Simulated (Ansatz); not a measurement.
# CH4BNO: molecular dynamics

Aim: follow the molecule's vibrations and see whether its bonds hold. The start is relaxed first. Runs: 300 steps of 0.5 fs under a Nosé-Hoover thermostat at 1000 K. SMILES of the start: COB=N.

Method: RKS B3LYP-D4/def2-SVP, in Ansatz 0.2.0.

### 1 The structure to begin with

Bond lengths: C1–O2 1.404 Å, O2–B3 1.310 Å, B3–N4 1.255 Å, C1–H5 1.092 Å, C1–H6 1.095 Å, C1–H7 1.094 Å, N4–H8 0.988 Å. Angles: C1–O2–B3 127.5°, O2–C1–H5 107.4°, O2–C1–H6 110.9°, O2–C1–H7 111.3°, H5–C1–H6 109.2°, H5–C1–H7 109.3°, H6–C1–H7 108.8°, O2–B3–N4 171.6°, B3–N4–H8 156.1°.

Structure file:

```xyz
8

C    -0.9859    0.7554    0.5201
O     0.1152    0.6575   -0.3450
B     0.8819   -0.3855   -0.5432
N     1.5158   -1.4145   -0.8830
H    -1.4694    1.7147    0.3251
H    -0.6647    0.7202    1.5662
H    -1.7015   -0.0532    0.3442
H     2.3087   -1.9947   -0.9845
```

### 2 Relaxing the start

Input file input.yaml:

```yaml
crystal:
  periodic: [false, false, false]
  atoms:
    - { symbol: C, position_ang: [-0.98588, 0.75536, 0.52011] }
    - { symbol: O, position_ang: [0.11515, 0.65746, -0.34503] }
    - { symbol: B, position_ang: [0.88189, -0.38546, -0.54321] }
    - { symbol: "N", position_ang: [1.51579, -1.41449, -0.88301] }
    - { symbol: H, position_ang: [-1.46938, 1.71473, 0.32515] }
    - { symbol: H, position_ang: [-0.66471, 0.72025, 1.56621] }
    - { symbol: H, position_ang: [-1.70152, -0.05317, 0.34424] }
    - { symbol: H, position_ang: [2.30866, -1.99468, -0.98446] }
basis:
  gaussian: { orbitals: def2-SVP }
hamiltonian:
  xc: b3lyp
  dispersion: d4
relax:
  f_tol: 0.02
  max_steps: 40
scf:
  lower_state_search: "off"
```

On the command line:

```bash
> ansatz run input.yaml --threads 1 --pin off --max-ram 2048MiB --backend cpu --events-out ev --progress --plain --runs-dir out
```

After this run come: Dynamics.

Before running it: what results should come out? Wanted: relaxation of the start; temperature, first and last step; temperature, second half; potential energy, second half; largest change of the conserved energy; bonds formed or broken.

As calculated:

| quantity | value |
| --- | --- |
| relaxation of the start | 5 moves, 0.050 eV lower |
| length | 300 steps of 0.5 fs |
| temperature, first and last step | 1000 and 996 K |
| temperature, second half | mean 805 K, from 529 to 1094 K |
| potential energy, second half | +57 meV/atom from the start |
| largest change of the conserved energy | 1.00 meV/atom |
| bonds formed or broken | 0 |

What this shows: Against a set 1000 K the second half averages 805 K with a spread of 132 K; 57 meV/atom has gone into potential energy, and a thermostat that acts over some 100 fs has not made it up in 150 fs. The conserved energy strays from its start by at most 1.00 meV/atom, 1.4 % of the mean kinetic energy, so a step of 0.5 fs is short enough over this time. The bonding pattern survives the run. A run of 150 fs with 8 atoms shows the motion but fixes no equilibrium value. The nuclei move classically, without zero-point motion, which matters most for hydrogen.
